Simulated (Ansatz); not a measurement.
# TiCo2: the cost of one run

Program: Ansatz 0.2.0. Level of theory: DFT r2SCAN, scalar-relativistic, plane waves, PAW. These are calculated values, not measurements.

## Step 1: Starting point

Symmetry: P6_3/mmc, No. 194, hexagonal system. Conventional cell: a = 4.734 Å, b = 4.734 Å, c = 15.392 Å, α = 90.00°, β = 90.00°, γ = 120.00°. Ti (site symmetry 3m) has 12 Co at 2.75 to 2.78 Å and 4 Ti at 2.89 to 2.90 Å in its first shell of neighbours. Around Ti (site symmetry 3m) lie 12 Co at 2.75 to 2.78 Å and 4 Ti at 2.89 to 2.92 Å. Co (site symmetry 3m) has 6 Co at 2.37 Å and 6 Ti at 2.77 Å in its first shell of neighbours. Co (site symmetry 2/m) has 6 Co at 2.37 Å and 6 Ti at 2.75 to 2.78 Å in its first shell of neighbours. Around Co (site symmetry mm2) lie 6 Co at 2.33 to 2.40 Å and 6 Ti at 2.75 to 2.78 Å.

Structure file:

```
Ti Co
1.0
     4.73368    0.00000    0.00000
    -2.36684    4.09949    0.00000
     0.00000    0.00000   15.39210
Ti Co
8 16
Direct
  0.00000 0.00000 0.90569
  0.00000 0.00000 0.09431
  0.00000 0.00000 0.40569
  0.00000 0.00000 0.59431
  0.66667 0.33333 0.15527
  0.33333 0.66667 0.84473
  0.33333 0.66667 0.65527
  0.66667 0.33333 0.34473
  0.66667 0.33333 0.87455
  0.33333 0.66667 0.12545
  0.33333 0.66667 0.37455
  0.66667 0.33333 0.62545
  0.50000 0.00000 0.00000
  0.00000 0.50000 0.00000
  0.50000 0.50000 0.00000
  0.50000 0.00000 0.50000
  0.00000 0.50000 0.50000
  0.50000 0.50000 0.50000
  0.83600 0.67201 0.75000
  0.32799 0.16400 0.75000
  0.83600 0.16400 0.75000
  0.16400 0.32799 0.25000
  0.67201 0.83600 0.25000
  0.16400 0.83600 0.25000
```

The structure comes from the Materials Project (structure only).

(A quick probe on a coarse mesh, which set the mesh and smearing, is not shown.)

## Step 3: Relaxing cell and atoms

Input file input.yaml:

```yaml
crystal:
  lattice:
    - [4.7336836548, 0.0, 0.0]
    - [-2.3668418274, 4.0994902986, 0.0]
    - [0.0, 0.0, 15.39209669]
  atoms:
    - { symbol: Ti, position: [0.0, 0.0, 0.90569103], spin: -0.72 }
    - { symbol: Ti, position: [0.0, 0.0, 0.09430897], spin: -0.72 }
    - { symbol: Ti, position: [0.0, 0.0, 0.40569103], spin: -0.72 }
    - { symbol: Ti, position: [0.0, 0.0, 0.59430897], spin: -0.72 }
    - { symbol: Ti, position: [0.66666667, 0.33333333, 0.15527376], spin: -0.89 }
    - { symbol: Ti, position: [0.33333333, 0.66666667, 0.84472624], spin: -0.89 }
    - { symbol: Ti, position: [0.33333333, 0.66666667, 0.65527376], spin: -0.89 }
    - { symbol: Ti, position: [0.66666667, 0.33333333, 0.34472624], spin: -0.89 }
    - { symbol: Co, position: [0.66666667, 0.33333333, 0.87454755], spin: 1.81 }
    - { symbol: Co, position: [0.33333333, 0.66666667, 0.12545245], spin: 1.81 }
    - { symbol: Co, position: [0.33333333, 0.66666667, 0.37454755], spin: 1.81 }
    - { symbol: Co, position: [0.66666667, 0.33333333, 0.62545245], spin: 1.81 }
    - { symbol: Co, position: [0.5, 0.0, 0.0], spin: 1.71 }
    - { symbol: Co, position: [0.0, 0.5, 0.0], spin: 1.71 }
    - { symbol: Co, position: [0.5, 0.5, 0.0], spin: 1.71 }
    - { symbol: Co, position: [0.5, 0.0, 0.5], spin: 1.71 }
    - { symbol: Co, position: [0.0, 0.5, 0.5], spin: 1.71 }
    - { symbol: Co, position: [0.5, 0.5, 0.5], spin: 1.71 }
    - { symbol: Co, position: [0.83600364, 0.67200728, 0.75], spin: 1.72 }
    - { symbol: Co, position: [0.32799272, 0.16399636, 0.75], spin: 1.72 }
    - { symbol: Co, position: [0.83600364, 0.16399636, 0.75], spin: 1.72 }
    - { symbol: Co, position: [0.16399636, 0.32799272, 0.25], spin: 1.72 }
    - { symbol: Co, position: [0.67200728, 0.83600364, 0.25], spin: 1.72 }
    - { symbol: Co, position: [0.16399636, 0.83600364, 0.25], spin: 1.72 }
basis:
  ecutwfc: 500
kpoints:
  mp_grid: { grid: [12, 12, 4] }
hamiltonian:
  xc: r2scan
scf:
  occupations: { method: gaussian, width: 0.1 }
output:
  forces: true
  stress: true
  eigenvalues: true
  populations: true
magnetization:
  spin_polarized: true
relax:
  adjacent_minimum: "off"
  f_tol: 0.005
  max_steps: 80
  cell: { stress_tol: 0.05 }
```

Run with:

```
ansatz run input.yaml --threads 4 --pin off --max-ram 10240MiB --backend cpu --events-out ev --progress --plain --runs-dir out
```

Q: Estimate wall time and peak memory on 4 threads of Intel Xeon at 2.70GHz, shared host.

About 34 min, with a peak of 7.8 GiB.
